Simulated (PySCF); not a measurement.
# C3H6Cl2Si: the cost of one run

The runs use PySCF 2.14.0, with density-fitted response routines of our own; the level of theory stands in each step. All values are computed, except where a source is named. Atoms count from 0, in the outputs and in this text.

## (1) The starting structure

12 atoms, charge 0, multiplicity 1; geometry from: GFN2-xTB. The atoms were then displaced at random by about 0.01 Å, so the start is not that level's minimum.

Bonds of the start (Å): C0–C1 1.33, C1–C2 1.49, C2–Cl3 1.80, C2–Si4 1.91, Si4–Cl5 2.02, C0–H6 1.09, C0–H7 1.08, C1–H8 1.06, C2–H9 1.11, Si4–H10 1.44, Si4–H11 1.46.

## (2) Geometry optimisation at PBE0-D3(BJ)/def2-SVP

The job: settings as JSON, then the geometry in Å.

```
{"job": {"xc": "PBE0", "basis": "def2-SVP", "d3": "d3bj", "grid": 1, "shake": 0.01, "kind": "geom"}, "charge": 0, "multiplicity": 1}
C      1.997060     0.581900     0.004910
C      1.020140    -0.261350    -0.309600
C     -0.181250    -0.518560     0.534890
Cl    -0.313430    -2.291800     0.788710
Si    -1.806710     0.085140    -0.260530
Cl    -1.649500     2.084880    -0.496030
H      1.966400     1.163420     0.922710
H      2.821650     0.803720    -0.662380
H      1.059060    -0.807100    -1.215120
H     -0.016520    -0.096250     1.549240
H     -1.969120    -0.555710    -1.539210
H     -2.888090    -0.216550     0.673380
```

The run is started by

```sh
$ OMP_NUM_THREADS=1 python probes_run.py task.json out
```

The driver reads the jobs from task.json and runs them one after another.

**Question.** How long does this first job take on 1 thread of Arm Neoverse V1, shared host, and how much memory does it need?

About 50 s, with a peak of 0.52 GiB.
